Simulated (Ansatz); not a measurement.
The system is KAlO3.

```
K Al O
1.0
     3.86701    0.00000    0.00000
     0.00000    3.86701    0.00000
     0.00000    0.00000    3.86701
K Al O
1 1 3
Direct
  0.00000 0.00000 0.00000
  0.50000 0.50000 0.50000
  0.00000 0.50000 0.50000
  0.50000 0.00000 0.50000
  0.50000 0.50000 0.00000
```

The cell comes from a database or a generator and needn't be the stable form of this composition.

| Item | Value |
| --- | --- |
| Program | Ansatz 0.2.0 |
| Task | single point |
| Functional | PBEsol |
| Potentials or basis | all-electron LAPW, scalar-relativistic |
| Cutoff | 375 eV (chosen from the basis error) |
| Basis error allowed | 0.001 eV/atom |
| k mesh | 7 × 7 × 7 |
| Occupations | fermi-dirac, width 0.05 eV |
| Spin | no spin polarisation |

On this cell: pressure -5.8 GPa; largest force zero by symmetry; band gap on the k mesh none (metal or under the smearing width).

The same run follows on a disturbed copy (atoms moved at random, drawn with an rms of 0.05 Å):

```
K Al O
1.0
     3.86701    0.00000    0.00000
     0.00000    3.86701    0.00000
     0.00000    0.00000    3.86701
K Al O
1 1 3
Direct
  0.99843 0.01336 0.00166
  0.49454 0.51332 0.51448
  0.99666 0.50986 0.48218
  0.48225 0.00518 0.48626
  0.50408 0.50396 0.00244
```

Q: What changes?

A: The energy (extrapolated to zero smearing) moves by +14.0 meV/atom; pressure -5.5 GPa; largest force 0.826 eV/Å; band gap on the k mesh none (metal or under the smearing width).

Forces in eV/Å, atoms in the order of the input:
```
K   -0.089 -0.083 -0.123
Al   0.059 -0.281 -0.775
O   -0.122 -0.001  0.526
O    0.306  0.244  0.438
O   -0.154  0.121 -0.066
```

Stress tensor (GPa, compression positive):
```
-5.70 -0.07  0.07
-0.07 -5.51 -0.11
 0.07 -0.11 -5.36
```
